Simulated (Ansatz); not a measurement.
**ClF₂HNSi radical: one species, many methods**

One table from this session's results is given with a row withheld; the runs are named, their logs left out.

Method: functionals in def2-TZVPP, the program's frozen cores in correlated methods; program: Ansatz 0.2.0, Gaussian basis.

Plan: LDA (SPW92), PBE-D4, revPBE-D4, BLYP-D4, r2SCAN-D4, B97M-V, PBE0-D4, B3LYP-D4, r2SCANh-D4, r2SCAN0-D4, HSE06-D4, BHLYP-D4, CAM-B3LYP-D4, LC-ωPBE, ωB97X-V, ωB97M-V, B2PLYP, PBE-QIDH; CCSD(T)/def2-SVP; CCSD(T)/def2-TZVPP; MP2/def2-QZVPP; extrapolation to the limit; RPA on PBE.

**Structure used throughout**

All runs share one geometry, relaxed beforehand with PBE0-D4 in a triple-zeta def2 set.

SMILES `[NH][Si](F)(F)Cl`, 6 atoms, charge 0, spin multiplicity 2.

Atoms are counted from 1 here; the program's logs count them from 0.

Bond lengths: N1–Si2 1.722 Å, N1–H6 1.021 Å, Si2–F3 1.578 Å, Si2–F4 1.571 Å, Si2–Cl5 2.018 Å. Angles: Si2–N1–H6 114.3°, N1–Si2–F3 113.2°, N1–Si2–F4 109.0°, N1–Si2–Cl5 108.9°, F3–Si2–F4 106.6°, F3–Si2–Cl5 109.8°, F4–Si2–Cl5 109.2°.

The first run:

Contents of in.yaml:

```yaml
crystal:
  periodic: [false, false, false]
  atoms:
    - {symbol: N, position_ang: [0.109704, 0.566254, 1.248554]}
    - {symbol: Si, position_ang: [0.180190, -0.228513, -0.277030]}
    - {symbol: F, position_ang: [-0.799975, -1.460651, -0.382678]}
    - {symbol: F, position_ang: [1.631782, -0.788674, -0.495909]}
    - {symbol: Cl, position_ang: [-0.242357, 1.107703, -1.728891]}
    - {symbol: H, position_ang: [-0.837344, 0.739782, 1.589655]}
basis:
  gaussian: {orbitals: def2-TZVPP}
magnetization: {spin_polarized: true, initial_magnetization: 1}
hamiltonian: {xc: lda}
output: {orbitals: {seedname: orbitals}}
```

Steps of the session up to this table: LDA; PBE-D4 (GGA); revPBE-D4 (GGA); BLYP-D4 (GGA); r2SCAN-D4 (meta-GGA); B97M-V (meta-GGA); PBE0-D4 (hybrid); B3LYP-D4 (hybrid); r2SCANh-D4 (hybrid); r2SCAN0-D4 (hybrid); HSE06-D4 (hybrid); BHLYP-D4 (hybrid); CAM-B3LYP-D4 (range-separated); LC-ωPBE-D4 (range-separated; the results give it without D4); ωB97X-V (range-separated); ωB97M-V (range-separated); B2PLYP (double hybrid); PBE-QIDH (double hybrid).

One table of the session follows, with a row left open; its other results are not shown here.

It belongs to the step «Orbital energies across the functionals». 

| functional | HOMO (eV) | LUMO (eV) | gap (eV) |
| --- | --- | --- | --- |
| LDA (SPW92) | -7.56 | -6.52 | 1.04 |
| PBE-D4 | -7.48 | -5.87 | 1.61 |
| revPBE-D4 | -7.42 | -5.70 | 1.72 |
| BLYP-D4 | -7.35 | -5.83 | 1.52 |
| r2SCAN-D4 | -7.85 | -5.23 | 2.63 |
| B97M-V | -7.95 | -5.32 | 2.63 |
| PBE0-D4 | -9.08 | -4.39 | 4.69 |
| B3LYP-D4 | -8.81 | -4.87 | 3.94 |
| r2SCANh-D4 | -8.44 | -4.71 | 3.73 |
| r2SCAN0-D4 | -9.32 | -3.94 | 5.38 |
| HSE06-D4 | -8.67 | -4.79 | 3.88 |
| BHLYP-D4 | -10.56 | -2.97 | 7.59 |
| CAM-B3LYP-D4 | ? | ? | ? |
| LC-ωPBE | -12.02 | -1.75 | 10.28 |
| ωB97X-V | -11.60 | -2.21 | 9.40 |
| ωB97M-V | -11.44 | -2.28 | 9.16 |

Estimate the missing values for CAM-B3LYP-D4.

As computed: HOMO (eV): -10.57; LUMO (eV): -3.29; gap (eV): 7.27. In the column «HOMO (eV)» it lies between ωB97M-V (-11.44) and BHLYP-D4 (-10.56).
